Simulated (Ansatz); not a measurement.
KFeAs2:

```xyz
4
Lattice="-1.9804 1.9804 6.3830 1.9804 -1.9804 6.3830 1.9804 1.9804 -6.3830" Properties=species:S:1:pos:R:3 pbc="T T T"
As    0.0000    0.0000    4.2222
As    0.0000    0.0000    8.5438
Fe    1.9804    0.0000    3.1915
K     0.0000    0.0000    0.0000
```

The cell comes from a database or a generator and needn't be the stable form of this composition.

Program: Ansatz 0.2.0. Alike in all runs: task single point; level PBE; potentials or basis Ansatz PAW; spin collinear, ferromagnetic start; cell as given; k mesh 8 × 8 × 8; cutoff (eV) 420; smearing fermi-dirac 0.05 eV.

Question: Order these runs on this cell by their pressure, lowest first.
A. fixed moment (μB) 1.5
B. fixed moment (μB) 6.0
C. fixed moment (μB) 3.0
D. fixed moment (μB) 4.5

Answer: A (1.1 GPa), C (3.4 GPa), D (6.6 GPa), B (11.6 GPa).

Caveats: the total moment is fixed, so each spin has its own Fermi level; a cell with one magnetic atom can't hold antiferromagnetic order, which such compounds often take; the thresholds are loose for stress.
